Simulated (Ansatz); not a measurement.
# CH₅FOSeSi: up Jacob's ladder to CCSD(T)

How much do the methods differ for CH₅FOSeSi? The plan is to run it at one geometry with functionals of several rungs and with coupled cluster, and see how far each lands from CCSD(T) at the basis-set limit for the atomisation energy.

The runs use Ansatz 0.2.0, Gaussian basis; functionals in def2-TZVPP, the program's frozen cores in correlated methods.

Plan: PBE-D4, r2SCAN-D4, PBE0-D4, B3LYP-D4, ωB97X-V, ωB97M-V, B2PLYP; CCSD(T)/def2-TZVPP; MP2/def2-QZVPP; extrapolation to the limit.

**1. Structure used throughout**

An earlier PBE0-D4 in a triple-zeta def2 set relaxation fixed the geometry.

SMILES `FCO[SiH2][SeH]`, 10 atoms, charge 0, spin multiplicity 1.

Atoms are counted from 1 here; the program's logs count them from 0.

Bond lengths: F1–C2 1.376 Å, C2–O3 1.374 Å, C2–H6 1.092 Å, C2–H7 1.096 Å, O3–Si4 1.653 Å, Si4–Se5 2.273 Å, Si4–H8 1.477 Å, Si4–H9 1.480 Å, Se5–H10 1.469 Å. Angles: F1–C2–O3 110.4°, F1–C2–H6 107.8°, F1–C2–H7 107.0°, O3–C2–H6 108.4°, O3–C2–H7 111.5°, H6–C2–H7 111.8°, C2–O3–Si4 125.6°, O3–Si4–Se5 112.6°, O3–Si4–H8 104.0°, O3–Si4–H9 112.0°, Se5–Si4–H8 111.4°, Se5–Si4–H9 104.5°, H8–Si4–H9 112.4°, Si4–Se5–H10 92.8°.

**2. PBE-D4 (GGA)**

in.yaml reads:

```yaml
crystal:
  periodic: [false, false, false]
  atoms:
    - {symbol: F, position_ang: [-1.921539, 0.855186, 0.785735]}
    - {symbol: C, position_ang: [-0.620460, 0.753936, 1.222226]}
    - {symbol: O, position_ang: [-0.089276, -0.461201, 0.863351]}
    - {symbol: Si, position_ang: [0.112218, -1.003895, -0.685494]}
    - {symbol: Se, position_ang: [1.118336, 0.532185, -2.025351]}
    - {symbol: H, position_ang: [-0.628765, 0.817317, 2.312445]}
    - {symbol: H, position_ang: [-0.066279, 1.584305, 0.770551]}
    - {symbol: H, position_ang: [0.942514, -2.215584, -0.535218]}
    - {symbol: H, position_ang: [-1.181175, -1.283783, -1.347158]}
    - {symbol: H, position_ang: [2.417525, 0.370534, -1.358089]}
basis:
  gaussian: {orbitals: def2-TZVPP}
hamiltonian: {xc: pbe, dispersion: d4}
output: {forces: true, orbitals: {seedname: orbitals}}
```

The run is started by

```console
$ ansatz run in.yaml --threads 4 --pin off --events-out ev --progress --plain --max-ram 10444MiB
```

The runs that follow: r2SCAN-D4 (meta-GGA); PBE0-D4 (hybrid); B3LYP-D4 (hybrid); ωB97X-V (range-separated); ωB97M-V (range-separated); B2PLYP (double hybrid); CCSD(T) in def2-TZVPP; MP2 in def2-QZVPP.

Q: Predict the results of all the runs planned. Wanted: atomisation energy, CCSD(T)/CBS; farthest; mean size of error, hybrid; mean size of error, range-separated; gap, smallest and largest; T1 diagnostic; triples share of the correlation energy.

**Answer**, as computed:

```
                               quantity                                           value
        atomisation energy, CCSD(T)/CBS                                   3473.2 kJ/mol
 functionals within 34.7 kJ/mol (1.0 %)  r2SCAN-D4, PBE0-D4, B3LYP-D4, ωB97X-V, ωB97M-V
                               farthest                           B2PLYP (-62.8 kJ/mol)
             mean size of error, hybrid                                     31.0 kJ/mol
    mean size of error, range-separated                                      8.0 kJ/mol
              gap, smallest and largest            5.30 eV (PBE-D4), 11.71 eV (ωB97X-V)
                          T1 diagnostic                                          0.0109
triples share of the correlation energy                                           3.4 %
```

In words: PBE-D4 is off by +40.1 kJ/mol. Double hybrids carry the basis error of their MP2 part in triple zeta, and no dispersion term here, so their miss is partly the set-up's. Misses under about 34.7 kJ/mol are within the doubt on the reference itself, which lacks core-valence correlation, relativity and higher excitations, and its outer-core shells are covered unevenly. All levels share the lack of spin-orbit coupling, which lowers the free heavy atoms and so the true binding. Hartree-Fock recovers 71 % of the binding; the rest is correlation. Orbital gaps span 5.3 to 11.7 eV; exact exchange widens them. Correlated methods include outer-core shells of Se, which these sets cover unevenly.
